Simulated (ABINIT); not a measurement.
# BiTe (R-3m) in ABINIT: single point with PBE+D3

Aim: the single point of BiTe with PBE+D3.

All numbers are computed with ABINIT 10.8.3 (patched build); they aren't measurements. Logs are shortened: lines on timing, memory, paths and dates and some standing lists are left out, and cuts for length are marked. The log counts tension as positive stress, the text compression.

## (1) Starting point

Symmetry: R-3m, No. 166, trigonal system. The conventional cell has a = 4.845 Å, b = 4.845 Å, c = 9.952 Å, α = 90.00°, β = 90.00°, γ = 120.00°. Bi (site symmetry -3m) is surrounded by 6 Te at 3.25 Å. Te (site symmetry -3m) has 6 Bi at 3.25 Å as nearest neighbours.

The cell comes from a database or a generator and needn't be the stable form of this composition.

## (2) Single point, PBE+D3

Contents of run.abi:

```
# Pseudopotentials
pp_dirpath "./"
pseudos "83_Bi_15_2.4_2.8_pbe_n_v1.0.psp8, 52_Te_16_2.3_2.3_pbe_n_v1.0.psp8"

# Structure
acell 3*1.0
rprim
     4.5782541706     2.6432562778     6.2687732694
    -4.5782541706     2.6432562778     6.2687732694
     0.0000000000    -5.2865125556     6.2687732694
ntypat 2
znucl 83 52
natom 2
typat 1 2
xred
     0.5000000000     0.5000000000     0.5000000000
     0.0000000000     0.0000000000     0.0000000000

# Plane-wave basis
ecut 26.0

# k points
kptopt 1
ngkpt 5 5 5
nshiftk 1
shiftk 0.0 0.0 0.0

# Exchange and correlation
ixc 11
vdw_xc 6

# Bands and occupations
nband 20
occopt 3
tsmear 0.05 eV

# SCF cycle
nstep 100
tolvrs 1.0e-10

# Output
iomode 3
prtwf 0
prteig 0
prtebands 0
enunit 2
prtden 1
prtvha 1
prtvclmb 1
prtpot 1
prtelf 1
```

Potentials or basis: SPMS NC PBE v1.0.

The run is started by

```console
$ abinit run.abi > log 2>&1
```

run.abo:

```text
.Version 10.8.3 of ABINIT
 Symmetries : space group R-3 m (#166); Bravais hR (rhombohedral)
================================================================================
 Values of the parameters that define the memory need of the present run
     intxc =       0    ionmov =       0      iscf =       7    lmnmax =       6
     lnmax =       6     mgfft =      40  mpssoang =       3    mqgrid =    3001
     natom =       2  nloc_mem =       1    nspden =       1   nspinor =       1
    nsppol =       1      nsym =      12    n1xccc =    2501    ntypat =       2
    occopt =       3   xclevel =       2
       mpw =        2906          nfft =       64000          nkpt =          19
================================================================================
================================================================================

--------------------------------------------------------------------------------
------------- Echo of variables that govern the present computation ------------
--------------------------------------------------------------------------------
 -outvars: echo values of preprocessed input variables --------
            acell      1.0000000000E+00  1.0000000000E+00  1.0000000000E+00 Bohr
              amu      2.08980370E+02  1.27600000E+02
             ecut      2.60000000E+01 Hartree
           enunit           2
              ixc          11
         kptrlatt        5    0    0      0    5    0      0    0    5
          kptrlen      4.10014431E+01
            natom           2
            nband          20
            ngfft          40      40      40
             nkpt          19
            nstep         100
             nsym          12
           ntypat           2
           occopt           3
        prtebands           0
           prteig           0
           prtelf           1
           prtpot           1
         prtvclmb           1
           prtvha           1
            prtwf           0
            rprim      4.5782541706E+00  2.6432562778E+00  6.2687732694E+00
                      -4.5782541706E+00  2.6432562778E+00  6.2687732694E+00
                       0.0000000000E+00 -5.2865125556E+00  6.2687732694E+00
          spgroup         166
           tolvrs      1.00000000E-10
           tsmear      1.83746611E-03 Hartree
            typat      1  2
           vdw_xc           6
           xangst      1.0051459183E-16 -7.9709334504E-17  4.9759379284E+00
                       0.0000000000E+00  0.0000000000E+00  0.0000000000E+00
            xcart      1.8994505021E-16 -1.5062881189E-16  9.4031599041E+00
                       0.0000000000E+00  0.0000000000E+00  0.0000000000E+00
             xred      5.0000000000E-01  5.0000000000E-01  5.0000000000E-01
                       0.0000000000E+00  0.0000000000E+00  0.0000000000E+00
            znucl       83.00000   52.00000

================================================================================

 chkinp: Checking input parameters for consistency.

================================================================================
== DATASET  1 ==================================================================

--- !DatasetInfo
iteration_state: {dtset: 1, }
dimensions: {natom: 2, nkpt: 19, mband: 20, nsppol: 1, nspinor: 1, nspden: 1, mpw: 2906, }
cutoff_energies: {ecut:  26.0, pawecutdg:  -1.0, }
electrons: {nelect:   3.10000000E+01, charge:   0.00000000E+00, occopt:   3.00000000E+00, tsmear:   1.83746611E-03, }
meta: {optdriver: 0, ionmov: 0, optcell: 0, iscf: 7, paral_kgb: 0, }
...

 Exchange-correlation functional for the present dataset will be:
  GGA: Perdew-Burke-Ernzerhof functional - ixc=11
  J.P.Perdew, K.Burke, M.Ernzerhof, PRL 77, 3865 (1996)

 Real(R)+Recip(G) space primitive vectors, cartesian coordinates (Bohr,Bohr^-1):
 R(1)=  4.5782542  2.6432563  6.2687733  G(1)=  0.1092119  0.0630535  0.0531736
 R(2)= -4.5782542  2.6432563  6.2687733  G(2)= -0.1092119  0.0630535  0.0531736
 R(3)=  0.0000000 -5.2865126  6.2687733  G(3)=  0.0000000 -0.1261071  0.0531736
 Unit cell volume ucvol=  4.5516932E+02 bohr^3
 Angles (23,13,12)=  6.78771820E+01  6.78771820E+01  6.78771820E+01 degrees

 getcut: wavevector=  0.0000  0.0000  0.0000  ngfft=  40  40  40
         ecut(hartree)=     26.000   => boxcut(ratio)=   2.12616

--- Pseudopotential description ------------------------------------------------
- pspini: atom type   1  psp file is ./83_Bi_15_2.4_2.8_pbe_n_v1.0.psp8
    8   11    2    4       600   0.00000      pspcod,pspxc,lmax,lloc,mmax,r2well
    5.99000000000000    6.00000000000000    0.00000000000000   rchrg,fchrg,qchrg
     nproj     2     2     2
     extension_switch     1

- pspini: atom type   2  psp file is ./52_Te_16_2.3_2.3_pbe_n_v1.0.psp8
    8   11    2    4       600   0.00000      pspcod,pspxc,lmax,lloc,mmax,r2well
    5.99000000000000    5.00000000000000    0.00000000000000   rchrg,fchrg,qchrg
     nproj     2     2     2
     extension_switch     1

   2.73979858E+03                                ecore*ucvol(ha*bohr**3)
--------------------------------------------------------------------------------

================================================================================

--- !BeginCycle
iteration_state: {dtset: 1, }
solver: {iscf: 7, nstep: 100, nline: 4, wfoptalg: 0, }
tolerances: {tolvrs: 1.00E-10, }
...

     iter   Etot(hartree)      deltaE(h)  residm     vres2
 ETOT  1  -176.16084175719    -1.762E+02 8.936E-02 2.099E+01
 ETOT  2  -176.21329426281    -5.245E-02 1.593E-03 3.431E+00
 ETOT  3  -176.21387310980    -5.788E-04 8.657E-04 3.149E-02
 ETOT  4  -176.21387681525    -3.705E-06 7.153E-04 1.993E-03
 ETOT  5  -176.21387714096    -3.257E-07 5.144E-04 5.391E-04
 ETOT  6  -176.21387723531    -9.435E-08 3.270E-04 5.189E-06
 ETOT  7  -176.21387723577    -4.618E-10 1.959E-04 6.399E-08
 ETOT  8  -176.21387723578    -8.242E-12 1.152E-04 2.613E-09
 ETOT  9  -176.21387723578     2.700E-12 6.465E-05 5.019E-11

 At SCF step    9       vres2   =  5.02E-11 < tolvrs=  1.00E-10 =>converged.

 Compute ELF
--------------------------------------------------------------------------------

 Compute kinetic energy density

 Compute gradient of the electron density
 Electron Localization Function (ELF) [min:0;max:1]
)     Maximum=    6.7406E-01  at reduced coord.    0.8500    0.8750    0.8750
)     Minimum=    1.7773E-05  at reduced coord.    0.5000    0.5000    0.4750
   Integrated=    1.3561E+02

--------------------------------------------------------------------------------
 End of ELF section

 Cartesian components of stress tensor (hartree/bohr^3)
  sigma(1 1)=  4.85512296E-05  sigma(3 2)=  0.00000000E+00
  sigma(2 2)=  4.85512297E-05  sigma(3 1)=  0.00000000E+00
  sigma(3 3)=  3.44903555E-05  sigma(2 1)=  0.00000000E+00

--- !ResultsGS
iteration_state: {dtset: 1, }
comment   : Summary of ground state results
lattice_vectors:
- [  4.5782542,   2.6432563,   6.2687733, ]
- [ -4.5782542,   2.6432563,   6.2687733, ]
- [  0.0000000,  -5.2865126,   6.2687733, ]
lattice_lengths: [   8.20029,    8.20029,    8.20029, ]
lattice_angles: [ 67.877,  67.877,  67.877, ] # degrees, (23, 13, 12)
lattice_volume:   4.5516932E+02
convergence: {deltae:  2.700E-12, res2:  5.019E-11, residm:  6.465E-05, diffor: null, }
etotal    :  -1.76213877E+02
entropy   :   0.00000000E+00
fermie    :   1.95485387E-01
cartesian_stress_tensor: # hartree/bohr^3
- [  4.85512296E-05,   0.00000000E+00,   0.00000000E+00, ]
- [  0.00000000E+00,   4.85512297E-05,   0.00000000E+00, ]
- [  0.00000000E+00,   0.00000000E+00,   3.44903555E-05, ]
pressure_GPa:  -1.2905E+00
xred      :
- [  5.0000E-01,   5.0000E-01,   5.0000E-01, Bi]
- [  0.0000E+00,   0.0000E+00,   0.0000E+00, Te]
cartesian_forces: # hartree/bohr
- [ -0.00000000E+00,  -0.00000000E+00,  -0.00000000E+00, ]
- [ -0.00000000E+00,  -0.00000000E+00,  -0.00000000E+00, ]
force_length_stats: {min:   0.00000000E+00, max:   0.00000000E+00, mean:   0.00000000E+00, }
...

 Integrated electronic density in atomic spheres:
 ------------------------------------------------
 Atom  Sphere_radius  Integrated_density
    1        2.00000         10.62295811
    2        2.00000         11.89990030
================================================================================

 ----iterations are completed or convergence reached----

 Mean square residual over all n,k,spin=   20.804E-08; max=  64.648E-06
 reduced coordinates (array xred) for    2 atoms
       0.500000000000      0.500000000000      0.500000000000
       0.000000000000      0.000000000000      0.000000000000
 rms dE/dt=  0.0000E+00; max dE/dt=  0.0000E+00; dE/dt below (all hartree)
    1       0.000000000000      0.000000000000      0.000000000000
    2       0.000000000000      0.000000000000      0.000000000000

 cartesian coordinates (angstrom) at end:
    1      0.00000000000000    -0.00000000000000     4.97593792835082
    2      0.00000000000000     0.00000000000000     0.00000000000000

 cartesian forces (hartree/bohr) at end:
    1     -0.00000000000000    -0.00000000000000    -0.00000000000000
    2     -0.00000000000000    -0.00000000000000    -0.00000000000000
 frms,max,avg= 0.0000000E+00 0.0000000E+00   0.000E+00  0.000E+00  0.000E+00 h/b

 cartesian forces (eV/Angstrom) at end:
    1     -0.00000000000000    -0.00000000000000    -0.00000000000000
    2     -0.00000000000000    -0.00000000000000    -0.00000000000000
 frms,max,avg= 0.0000000E+00 0.0000000E+00   0.000E+00  0.000E+00  0.000E+00 e/A
 length scales=  1.000000000000  1.000000000000  1.000000000000 bohr
              =  0.529177210544  0.529177210544  0.529177210544 angstroms
 Fermi (or HOMO) energy (hartree) =   0.19549   Average Vxc (hartree)=  -0.36783
 Eigenvalues (hartree) for nkpt=  19  k points:
 kpt#   1, nband= 20, wtk=  0.00800, kpt=  0.0000  0.0000  0.0000 (reduced coord)
  -1.17125   -1.17125   -1.16994   -1.16994   -1.16947   -0.65525   -0.65525   -0.65503
  -0.65480   -0.65480   -0.29753   -0.10643    0.09126    0.09126    0.13923    0.26688
   0.29116    0.29116    0.34845    0.34845
      occupation numbers for kpt#   1
   2.00000    2.00000    2.00000    2.00000    2.00000    2.00000    2.00000    2.00000
   2.00000    2.00000    2.00000    2.00000    2.00000    2.00000    2.00000    0.00000
   0.00000    0.00000    0.00000    0.00000
 prteigrs : prtvol=0 or 1, do not print more k-points.

 Fermi (or HOMO) energy (eV) =   5.31943   Average Vxc (eV)= -10.00920
 Eigenvalues (   eV  ) for nkpt=  19  k points:
 kpt#   1, nband= 20, wtk=  0.00800, kpt=  0.0000  0.0000  0.0000 (reduced coord)
 -31.87130  -31.87130  -31.83558  -31.83558  -31.82284  -17.83028  -17.83028  -17.82420
 -17.81807  -17.81807   -8.09609   -2.89600    2.48324    2.48324    3.78876    7.26205
   7.92291    7.92291    9.48176    9.48176
 prteigrs : prtvol=0 or 1, do not print more k-points.

--- !EnergyTerms
iteration_state     : {dtset: 1, }
comment             : Components of total free energy in Hartree
kinetic             :  7.89041168366119E+01
hartree             :  3.67185418881672E+01
xc                  : -4.07432027790516E+01
Ewald energy        : -1.11978893736939E+02
psp_core            :  6.01929531244152E+00
local_psp           : -1.14282684265618E+02
non_local_psp       : -3.08288576769615E+01
VdWaals_dft_d       : -2.16951454527826E-02
internal            : -1.76213379566802E+02
'-kT*entropy'       : -4.97668975197823E-04
total_energy        : -1.76213877235777E+02
total_energy_eV     : -4.79502387536461E+03
band_energy         : -1.84230001925759E+01
...

 Cartesian components of stress tensor (hartree/bohr^3)
  sigma(1 1)=  4.85512296E-05  sigma(3 2)=  0.00000000E+00
  sigma(2 2)=  4.85512297E-05  sigma(3 1)=  0.00000000E+00
  sigma(3 3)=  3.44903555E-05  sigma(2 1)=  0.00000000E+00

-Cartesian components of stress tensor (GPa)         [Pressure= -1.2905E+00 GPa]
- sigma(1 1)=  1.42842649E+00  sigma(3 2)=  0.00000000E+00
- sigma(2 2)=  1.42842650E+00  sigma(3 1)=  0.00000000E+00
- sigma(3 3)=  1.01474129E+00  sigma(2 1)=  0.00000000E+00

== END DATASET(S) ==============================================================
================================================================================

 -outvars: echo values of variables after computation  --------
            acell      1.0000000000E+00  1.0000000000E+00  1.0000000000E+00 Bohr
           etotal     -1.7621387724E+02
            fcart     -0.0000000000E+00 -0.0000000000E+00 -0.0000000000E+00
                      -0.0000000000E+00 -0.0000000000E+00 -0.0000000000E+00
            rprim      4.5782541706E+00  2.6432562778E+00  6.2687732694E+00
                      -4.5782541706E+00  2.6432562778E+00  6.2687732694E+00
                       0.0000000000E+00 -5.2865125556E+00  6.2687732694E+00
           strten      4.8551229594E-05  4.8551229739E-05  3.4490355468E-05
                       0.0000000000E+00  0.0000000000E+00  0.0000000000E+00
           xangst      1.0051459183E-16 -7.9709334504E-17  4.9759379284E+00
                       0.0000000000E+00  0.0000000000E+00  0.0000000000E+00
             xred      5.0000000000E-01  5.0000000000E-01  5.0000000000E-01
                       0.0000000000E+00  0.0000000000E+00  0.0000000000E+00
 Calculation completed.
```

It took 33 s on 1 thread of Arm Neoverse V1, shared host; peak memory 0.09 GiB.

Results:

```
Free energy                                           : -4795.0239 eV
Pressure                                              : -1.3 GPa
Band gap on the k mesh                                : none (metal or under the smearing width)
Valence electrons inside the program's atomic spheres : Bi 10.62; Te 11.90
```

Stress tensor (GPa, compression positive):
```
-1.43  0.00  0.00
 0.00 -1.43  0.00
 0.00  0.00 -1.01
```

Caveat: spin-orbit coupling is left out, which moves the levels of the heavy elements; pairwise dispersion overbinds metals, which lowers pressure and volume.
